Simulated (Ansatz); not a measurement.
Al, space group Fm-3m: a test of the smearing width, run with Ansatz 0.2.0 through its Python package.

`smear_al.py`:
```python
"""Smearing width test for Al."""

import csv

import ansatz as az

al = (
    az.Lattice.of([0.0, 2.024805, 2.024805], [2.024805, 0.0, 2.024805], [2.024805, 2.024805, 0.0])
    .atom("Al", [0.0, 0.0, 0.0])
)

calc = al.calculation().kpoints(spacing=0.2).forces().stress()

rows = []
for value in [0.5, 0.3, 0.2, 0.1]:
    r = calc.occupations("methfessel_paxton", width=value).run(threads=1).report
    rows.append((value, r["free_energy_ev"] / len(r["lattice"]["sites"]), r["n_iterations"], sum(r["stress_gpa"][i][i] for i in range(3)) / 3, max(abs(f) for row in r["forces_ev_ang"] for f in row), r["n_kpoints"]))

with open("smear.csv", "w", newline="") as handle:
    writer = csv.writer(handle)
    writer.writerow(["width (eV)", "F/atom (eV)", "iterations", "P (GPa)", "max component (eV/A)", "k-points"])
    writer.writerows([round(v, 5) if isinstance(v, float) else v for v in row] for row in rows)

# the last row is the reference
for row in rows[:-1]:
    shift = 1000 * (row[1] - rows[-1][1])
    print(f"{row[0]}: {shift:+.2f} meV/atom" + ("  (within 5 meV)" if abs(shift) < 5 else ""))
```

How much does the free energy per atom change between the narrowest and the widest smearing, and why?

Going from 0.1 to 0.5 eV changes F by -1.7 meV an atom. This scheme is built to cancel the term in the square of the width, so the shifts stay small and are partly the mesh's error. The pressure moves from -0.76 to -0.59 GPa.

The output:

```console
$ python smear_al.py
DeckWarning: basis.ecutwfc = 420 eV, auto-derived from the records' recommended cutoffs: set by Al (normal level)
0.5: -1.75 meV/atom  (within 5 meV)
0.3: -0.40 meV/atom  (within 5 meV)
0.2: -0.07 meV/atom  (within 5 meV)
```
(Warnings from the package without file and line.)

`smear.csv`, as written:
```csv
width (eV),F/atom (eV),iterations,P (GPa),max component (eV/A),k-points
0.5,-537.49612,4,-0.58976,0.0,104
0.3,-537.49478,4,-0.67161,0.0,104
0.2,-537.49444,4,-0.71423,0.0,104
0.1,-537.49438,4,-0.75922,0.0,104
```

What to keep in mind:
- Forces vanish by symmetry here and test nothing.
- The narrowest width needs the finest mesh, so the last row is no converged reference.
- Pressure is positive in compression.
- No functional is typed, so the default, PBE, holds.
- Finished in 3.3 s on 1 thread of Intel(R) Xeon(R) Processor @ 2.30GHz (shared host), peak memory 0.43 GiB.
